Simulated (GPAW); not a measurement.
# GaGe3 in GPAW: convergence with k mesh

Crystal: GaGe3.

```
CELL_PARAMETERS angstrom
4.27847 0.00000 0.00000
0.00000 4.27847 0.00000
0.00000 0.00000 4.27847
ATOMIC_POSITIONS crystal
Ge 0.50000 0.50000 0.00000
Ge 0.50000 0.00000 0.50000
Ge 0.00000 0.50000 0.50000
Ga 0.00000 0.00000 0.00000
```

The cell comes from a database or a generator and needn't be the stable form of this composition.

* Program: GPAW 26.7.0
* Task: convergence study
* Functional: PBE
* Potentials or basis: GPAW PAW data sets (gpaw-data 1.2.1)
* Cutoff: 600 eV
* Basis: pw
* k mesh: 2 × 2 × 2
* Occupations: fermi-dirac, width 0.05 eV
* Spin: no spin polarisation

These are the settings of the first run; the series varies k mesh, with any setting tied to it.

Hardware: 1 thread of Intel(R) Xeon(R) 6975P-C (Granite Rapids), on a shared host.

| k mesh | energy less the tightest run, at zero smearing (meV/atom) | pressure (GPa) | SCF cycles | CPU time (s) | peak memory (GiB) |
| --- | --- | --- | --- | --- | --- |
| 2 × 2 × 2 | 503.74 | 6.44 | 9 | 3.5 | 0.15 |
| 3 × 3 × 3 | 119.39 | 0.07 | 9 | 3.3 | 0.15 |
| 4 × 4 × 4 | -22.86 | -0.82 | 9 | 5.1 | 0.16 |
| 5 × 5 × 5 | -14.68 | -0.83 | 9 | 5.5 | 0.16 |
| 6 × 6 × 6 | 2.68 | -0.36 | 9 | 8.1 | 0.17 |
| 7 × 7 × 7 | -11.75 | -0.87 | 9 | 8.2 | 0.17 |
| 8 × 8 × 8 | 0.00 | -0.94 | 9 | 13 | 0.19 |

Against the tightest run, the pressure stays within 0.1 GPa from 7 × 7 × 7 on. Not settled before the last step: the energy (to 1 meV/atom). Meshes of other sizes hit other points, so gaps and Fermi surfaces needn't settle smoothly. The tightest run that finished is the yardstick and may itself not be fully converged.
